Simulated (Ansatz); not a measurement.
Here is an Ansatz 0.2.0 calculation.

Contents of input.yaml:

```yaml
crystal:
  lattice:
    - [5.7246799319, 0.0, 0.0]
    - [-2.862339966, 4.9577182496, 0.0]
    - [0.0, 0.0, 22.6741815913]
  atoms:
    - { symbol: Al, position: [0.3333333333, 0.1666666667, 0.3528242009] }
    - { symbol: Al, position: [0.3333333333, 0.6666666667, 0.3528242009] }
    - { symbol: Al, position: [0.8333333333, 0.1666666667, 0.3528242009] }
    - { symbol: Al, position: [0.8333333333, 0.6666666667, 0.3528242009] }
    - { symbol: Al, position: [0.6666666667, 0.3333333333, 0.4558969749] }
    - { symbol: Al, position: [0.6666666667, 0.8333333333, 0.4558969749] }
    - { symbol: Al, position: [0.1666666667, 0.3333333333, 0.4558969749] }
    - { symbol: Al, position: [0.1666666667, 0.8333333333, 0.4558969749] }
    - { symbol: Al, position: [0.0, 0.5, 0.5589697489] }
    - { symbol: Al, position: [0.0, 0.0, 0.5589697489] }
    - { symbol: Al, position: [0.5, 0.5, 0.5589697489] }
    - { symbol: Al, position: [0.5, 0.0, 0.5589697489] }
    - { symbol: "N", position: [0.1666666667, 0.3333333333, 0.6612887672] }
    - { symbol: O, position: [0.0599948881, 0.4603463644, 0.6612887672] }
hamiltonian:
  xc: pbe
  pseudopotentials: { kind: paw, level: accurate }
kpoints:
  mp_grid: { grid: [6, 6, 1] }
scf:
  occupations: { method: fermi_dirac, width: 0.05 }
output:
  forces: true
  eigenvalues: true
efield:
  axis: 3
  dipole_correction: true
  ramp_width: 0.04
```

Potentials or basis: Ansatz PAW earlier set.

Command:

```console
$ ansatz run input.yaml --threads 4 --pin off --max-ram 11264MiB --backend cpu --events-out ev --progress --plain --runs-dir out
```

(1) Predict the band gap on the k mesh.

(2) Estimate the largest force.

## Answers

(1) none (metal or under the smearing width).

(2) 2.877 eV/Å.

Caveat: an odd number of electrons without spin polarisation forces a metal; a magnetic or distorted state may lie lower.
